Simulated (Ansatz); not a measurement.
This script for the Python package of Ansatz (0.2.0) starts 8 runs on CH6Al2Sn, SMILES [AlH2][SnH]1[CH2][AlH]1. What input does the engine get in each?

Script `ch6al2sn.py`:
```python
'''Stretching a bond of CH6Al2Sn, the rest held rigid.'''

import ansatz
import numpy as np

config = {
    'basis_set': 'def2-SVP',
    'functional': 'PBE0',
}


def main() -> None:
    system = (
        ansatz.Crystal.molecule()
        .atom('Al', (-1.6171, 1.6759, 0.7407))
        .atom('Sn', (0.6941, 0.7907, 0.0021))
        .atom('C', (1.0214, -1.2615, 0.4336))
        .atom('Al', (0.3894, -1.5075, -1.3437))
        .atom('H', (-2.9912, 1.0589, 0.1122))
        .atom('H', (-1.7638, 3.0118, 1.684))
        .atom('H', (1.9084, 1.7137, -0.8992))
        .atom('H', (0.4539, -1.6371, 1.259))
        .atom('H', (2.1345, -1.4989, 0.5797))
        .atom('H', (-0.1466, -2.3971, -2.5656))
    )

    symbols = [site.symbol for site in system.cartesian_sites]
    start = np.array([site.position_ang for site in system.cartesian_sites])
    axis = (start[4] - start[0]) / np.linalg.norm(start[4] - start[0])
    moving = [4]
    lengths, energies = [1.39, 1.5, 1.63, 1.8, 2.04, 2.45, 2.94, 3.59], []
    for length in lengths:
        xyz = start.copy()
        xyz[moving] += (length - np.linalg.norm(start[4] - start[0])) * axis
        point = ansatz.Crystal.molecule()
        for symbol, place in zip(symbols, xyz):
            point = point.atom(symbol, place.tolist())
        calc = (
            point.calculation()
            .basis(gaussian=config['basis_set'])  # atom-centred Gaussian functions
            .functional(config['functional'])
        )
        summary = calc.run(threads=1, pin='off').report
        energies.append(summary['free_energy_ev'])
        print(f'r = {length:6.3f} A  E = {energies[-1]:.5f} eV  <S^2> = {abs(summary["mean_field"]["state"]["spin_squared"]):.3f}')

    print('energy above the lowest point (eV):', [round(e - min(energies), 3) for e in energies])


if __name__ == '__main__':
    main()
```

Run 1:
```yaml
crystal:
  periodic: [false, false, false]
  atoms:
    - { symbol: Al, position_ang: [-1.6171, 1.6759, 0.7407] }
    - { symbol: Sn, position_ang: [0.6941, 0.7907, 0.0021] }
    - { symbol: C, position_ang: [1.0214, -1.2615, 0.4336] }
    - { symbol: Al, position_ang: [0.3894, -1.5075, -1.3437] }
    - { symbol: H, position_ang: [-2.7873484883289033, 1.150433645805303, 0.2054397024126952] }
    - { symbol: H, position_ang: [-1.7638, 3.0118, 1.684] }
    - { symbol: H, position_ang: [1.9084, 1.7137, -0.8992] }
    - { symbol: H, position_ang: [0.4539, -1.6371, 1.259] }
    - { symbol: H, position_ang: [2.1345, -1.4989, 0.5797] }
    - { symbol: H, position_ang: [-0.1466, -2.3971, -2.5656] }
basis:
  gaussian:
    orbitals: def2-SVP
hamiltonian:
  xc: pbe0
```

Run 2, against run 1:
```diff
-    - { symbol: H, position_ang: [-2.7873484883289033, 1.150433645805303, 0.2054397024126952] }
+    - { symbol: H, position_ang: [-2.879958080930471, 1.108849977487737, 0.16308097382664943] }
```

Run 3, against run 1:
```diff
-    - { symbol: H, position_ang: [-2.7873484883289033, 1.150433645805303, 0.2054397024126952] }
+    - { symbol: H, position_ang: [-2.9894057812777786, 1.0597056422033408, 0.1130206582249591] }
```

Run 4, against run 1:
```diff
-    - { symbol: H, position_ang: [-2.7873484883289033, 1.150433645805303, 0.2054397024126952] }
+    - { symbol: H, position_ang: [-3.1325296971165653, 0.9954399729852843, 0.04755716859197931] }
```

Run 5, against run 1:
```diff
-    - { symbol: H, position_ang: [-2.7873484883289033, 1.150433645805303, 0.2054397024126952] }
+    - { symbol: H, position_ang: [-3.3345869900654406, 0.9047119693833223, -0.0448618755957568] }
```

Run 6, against run 1:
```diff
-    - { symbol: H, position_ang: [-2.7873484883289033, 1.150433645805303, 0.2054397024126952] }
+    - { symbol: H, position_ang: [-3.679768198853103, 0.7497182965633037, -0.20274440941647268] }
```

Run 7, against run 1:
```diff
-    - { symbol: H, position_ang: [-2.7873484883289033, 1.150433645805303, 0.2054397024126952] }
+    - { symbol: H, position_ang: [-4.092301838623723, 0.5644819558759645, -0.3914332912997672] }
```

Run 8, against run 1:
```diff
-    - { symbol: H, position_ang: [-2.7873484883289033, 1.150433645805303, 0.2054397024126952] }
+    - { symbol: H, position_ang: [-4.639540340360261, 0.3187602794539839, -0.6417348693082191] }
```

Running `python ch6al2sn.py` prints:
```text
r =  1.390 A  E = -20144.60910 eV  <S^2> = 0.000
r =  1.500 A  E = -20144.90267 eV  <S^2> = 0.000
r =  1.630 A  E = -20144.95863 eV  <S^2> = 0.000
r =  1.800 A  E = -20144.75184 eV  <S^2> = 0.000
r =  2.040 A  E = -20144.20726 eV  <S^2> = 0.000
r =  2.450 A  E = -20143.13461 eV  <S^2> = 0.000
r =  2.940 A  E = -20142.04415 eV  <S^2> = 0.000
r =  3.590 A  E = -20141.04745 eV  <S^2> = 0.000
energy above the lowest point (eV): [0.35, 0.056, 0.0, 0.207, 0.751, 1.824, 2.914, 3.911]
```

Total energies depend on the basis set; only differences at equal settings carry meaning. The rest of the molecule is held rigid at a force-field or estimated start geometry, and the basis set is modest; single-reference methods fail as a bond breaks. def2 sets replace the cores of elements past krypton by effective core potentials. The orbitals are restricted, so S² is zero by construction. Toward dissociation an unrestricted state can lie under the restricted one, by tenths of an eV for polar bonds under a functional and by 1 to 2 eV or more for others. Finished in 42 s on 1 thread of Arm Neoverse V1, with other jobs on the host, peak memory 0.3 GiB.
